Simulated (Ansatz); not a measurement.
# OsSe (zincblende): a single-point run

Wanted: a converged single-point run for OsSe (zincblende), and a check of what comes out. The structure is shown as the input types it.

Computed with Ansatz 0.2.0 (DFT r2SCAN, scalar-relativistic, plane waves, PAW, unless a step's input says otherwise).

3 further runs of the same task are left out: 3 that didn't finish. Runs told in other sessions of the task aren't counted.

### Step 1. The structure to begin with

It takes space group F-43m (No. 216, cubic). Conventional cell: a = 5.470 Å, b = 5.470 Å, c = 5.470 Å, α = 90.00°, β = 90.00°, γ = 90.00°. Around Os (site symmetry -43m) lie 4 Se at 2.37 Å. Se (site symmetry -43m) has 4 Os at 2.37 Å in its first shell of neighbours.

Structure file:

```cif
data_structure
_symmetry_space_group_name_H-M 'F-43m'
_symmetry_Int_Tables_number 216
_cell_length_a 5.4696
_cell_length_b 5.4696
_cell_length_c 5.4696
_cell_angle_alpha 90.000
_cell_angle_beta 90.000
_cell_angle_gamma 90.000
_cell_volume 163.63
loop_
_atom_site_label
_atom_site_type_symbol
_atom_site_symmetry_multiplicity
_atom_site_Wyckoff_symbol
_atom_site_fract_x
_atom_site_fract_y
_atom_site_fract_z
_atom_site_occupancy
Os1 Os 4 a 0.00000 0.00000 0.00000 1
Se1 Se 4 d 0.25000 0.25000 0.75000 1
```

### Step 2. Input and run

Contents of input.yaml:

```yaml
crystal:
  lattice:
    - [0.0, 2.7347795838, 2.7347795838]
    - [2.7347795838, 0.0, 2.7347795838]
    - [2.7347795838, 2.7347795838, 0.0]
  atoms:
    - { symbol: Os, position: [0.0, 0.0, 0.0], spin: 1.0 }
    - { symbol: Se, position: [0.25, 0.25, 0.25] }
basis:
  ecutwfc: 500
  ecutrho_ratio: 4
kpoints:
  mp_grid: { grid: [10, 10, 10] }
hamiltonian:
  xc: r2scan
scf:
  occupations: { method: gaussian, width: 0.05 }
  max_iter: 50
output:
  forces: true
  stress: true
magnetization:
  spin_polarized: true
  initial_magnetization: 40
```

The run is started by

```bash
$ ansatz run input.yaml --threads 2 --pin off --max-ram 2662MiB --backend cpu --events-out ev --progress --plain --runs-dir out
```

What happens when this is run?

This run ends as converged, with warnings (given moment on shells, seeded moment not kept, stability check not made). Its log warns: «where an SCF of this run starts from atoms to list the orders of its open shells, Se (site 1, from 0) starts with 2.00 μB on its 4p shell ...»

In the input, magnetization.initial_magnetization is 40. A typed moment is only a start; here the run ends at the energy of the run without it (within 1 meV an atom), so the result stands.

No remedy is needed.
